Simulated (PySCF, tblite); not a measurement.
# CH11PSi3: geometry, infrared bands and NMR shifts

Wanted: the infrared bands and NMR shifts of CH11PSi3 (`[SiH3]C[SiH2]P[SiH3]`), by calculation.

Programs: tblite 0.8.0 and PySCF 2.14.0, with density-fitted response routines of our own. Each step states its level of theory. These are calculated values for one molecule in the gas phase, unless marked as measured. Atoms count from 0, in the outputs and in this text.

**1. Starting geometry**

16 atoms, charge 0, multiplicity 1; geometry from: force field or distance geometry start.

Bonds of the start (Å): Si0–C1 1.87, C1–Si2 1.87, Si2–P3 2.18, P3–Si4 2.19, Si0–H5 1.49, Si0–H6 1.48, Si0–H7 1.47, C1–H8 1.11, C1–H9 1.11, Si2–H10 1.47, Si2–H11 1.49, P3–H12 1.47, Si4–H13 1.49, Si4–H14 1.47, Si4–H15 1.49.

**2. Relaxing the molecule with GFN2-xTB**

Job settings and geometry (Å):

```
{"job": {"kind": "relax", "xc": "GFN2-xTB", "basis": "xTB"}, "charge": 0, "multiplicity": 1}
Si    -2.884600     0.158000     0.533800
C     -1.351300     0.280800    -0.522900
Si    -0.063500    -0.995700    -0.072800
P      1.479700    -0.256700     1.282000
Si     3.083500     0.837800     0.265500
H     -3.429000     1.535400     0.682000
H     -3.913300    -0.711200    -0.080200
H     -2.592900    -0.405600     1.864600
H     -0.947800     1.315100    -0.525100
H     -1.658600     0.073600    -1.566100
H      0.486700    -1.535000    -1.328400
H     -0.792600    -2.077800     0.636600
H      2.106900    -1.449900     1.875200
H      4.284600    -0.028800     0.147200
H      2.672900     1.303900    -1.068100
H      3.511900     1.965200     1.132800
```

Command:

```bash
OMP_NUM_THREADS=1 python probes_run.py task.json out
```

The driver reads the jobs from task.json and runs them one after another.

**Question.** This job is followed by: GFN2-xTB harmonic vibrations, gas phase; GIAO PBE0/pcSseg-1 NMR shielding, non-relativistic, gas phase. Predict these results of the whole session: strongest single infrared mode (GFN2-xTB); zero-point energy (GFN2-xTB); 13C shifts against TMS (PBE0/pcSseg-1); 1H shifts against TMS (PBE0/pcSseg-1, means over atoms taken as alike); 29Si shifts against TMS (PBE0/pcSseg-1); 31P shifts against H3PO4 (PBE0/pcSseg-1); surface potential, 1st and 99th percentile.

The runs gave:

| quantity | value |
| --- | --- |
| strongest single infrared mode (GFN2-xTB) | 2260 cm⁻¹, 563 km/mol |
| zero-point energy (GFN2-xTB) | 63.2 kcal/mol |
| 13C shifts against TMS (PBE0/pcSseg-1) | -13.4 ppm |
| 1H shifts against TMS (PBE0/pcSseg-1, means over atoms taken as alike) | 4.73, 4.07, 3.99, 0.30, -0.08 ppm |
| 29Si shifts against TMS (PBE0/pcSseg-1) | -43.0, -76.3, -84.1 ppm |
| 31P shifts against H3PO4 (PBE0/pcSseg-1) | -335.7 ppm |
| surface potential, 1st and 99th percentile | -0.96 V and 1.04 V |

The optimisation took 243 steps and gained 0.520 eV; among the close pairs (by a distance rule), P3–H12 changed most, from 1.473 to 1.378 Å. No mode is imaginary among the 42: a minimum at this level. GFN2-xTB is a fitted tight-binding method: band positions and strengths are rough. Its intensities can rank the bands wrongly. At PBE0/pcSseg-1: The widest tensor belongs to P3: span 179 ppm, with a paramagnetic part of -316 ppm.
